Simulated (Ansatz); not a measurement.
**CHGaP+ (quintet): the correlation ladder, cc-pVTZ**

An exercise on one series of results from a longer session: the logs are not shown, and one member is left open.

Method: cc-pVTZ, core rule «outside noble gas», up to 20 orbitals frozen; program: Ansatz 0.2.0, Gaussian basis.

Plan: UHF; CCSD(T) on ROHF; CCSD(T) on UHF; BCCD(T) on ROHF; CCSDT(Q) on ROHF; CCSDT(Q) on UHF.

6 further runs of the same task are left out: 1 that didn't finish, 5 set aside as unsound or not needed. Runs told in other sessions of the task aren't counted.

## What is computed

The geometry is a PBE0/def2-TZVP stationary point (not a proven minimum) of the parent state, kept for this charge and spin. No spin-orbit coupling is included. The filled d shell of Ga may be among the frozen orbitals whatever the setting's name suggests.

4 atoms, charge 1, spin multiplicity 5.

Atoms are counted from 1 here; the program's logs count them from 0.

Bond lengths: C1–P2 1.776 Å, C1–Ga3 1.986 Å, C1–H4 1.090 Å, P2–Ga3 2.355 Å. Angles: P2–C1–Ga3 77.3°, P2–C1–H4 132.5°, Ga3–C1–H4 119.0°, C1–P2–Ga3 55.3°, C1–Ga3–P2 47.4°.

Set-up of the first run:

Contents of in.yaml:

```yaml
crystal:
  periodic: [false, false, false]
  atoms:
    - {symbol: C, position_ang: [-0.128658, 1.202292, 0.703925]}
    - {symbol: P, position_ang: [0.017018, -0.364809, 1.527579]}
    - {symbol: Ga, position_ang: [0.007389, -0.075306, -0.810008]}
    - {symbol: H, position_ang: [0.499012, 2.093070, 0.701104]}
basis:
  gaussian: {orbitals: cc-pVTZ}
total_charge: 1
magnetization: {spin_polarized: true, initial_magnetization: 4}
hamiltonian: {xc: hf}
output: {orbitals: {seedname: orbitals}}
```

The run is started by

```console
$ ansatz run in.yaml --threads 1 --pin off --events-out ev --progress --plain --max-ram 4096MiB --backend cpu
```

Steps of the session up to this table: UHF; CCSD(T) on ROHF; CCSD(T) on UHF; BCCD(T) on ROHF; CCSDT(Q) on ROHF; CCSDT(Q) on UHF.

One table of the session follows, with a row left open; its other results are not shown here.

It belongs to the step «Misses and costs». 

| method | from UCCSDT(Q) (meV) |
| --- | --- |
| ROHF | +8933.2 |
| UHF | +8527.7 |
| RMP2 | +1301.4 |
| UMP2 | +1460.5 |
| RCCSD | +509.4 |
| UCCSD | +477.9 |
| RCCSD(T) | +82.5 |
| UCCSD(T) | +73.0 |
| BCCD(T) | ? |
| RCCSDT | +44.3 |
| UCCSDT | +26.9 |
| RCCSDT(Q) | +16.7 |
| UCCSDT(Q) | 0 |

**Question.** Estimate the row for BCCD(T).

**Answer.** from UCCSDT(Q) (meV): +82.6. In the column «from UCCSDT(Q) (meV)» it lies between RCCSD(T) (+82.5) and UCCSD (+477.9).

Caveats from the session: Restricted and unrestricted rows rest on different reference determinants; a gap between their highest levels can come from leftover correlation error, from unlike frozen cores or from another state.
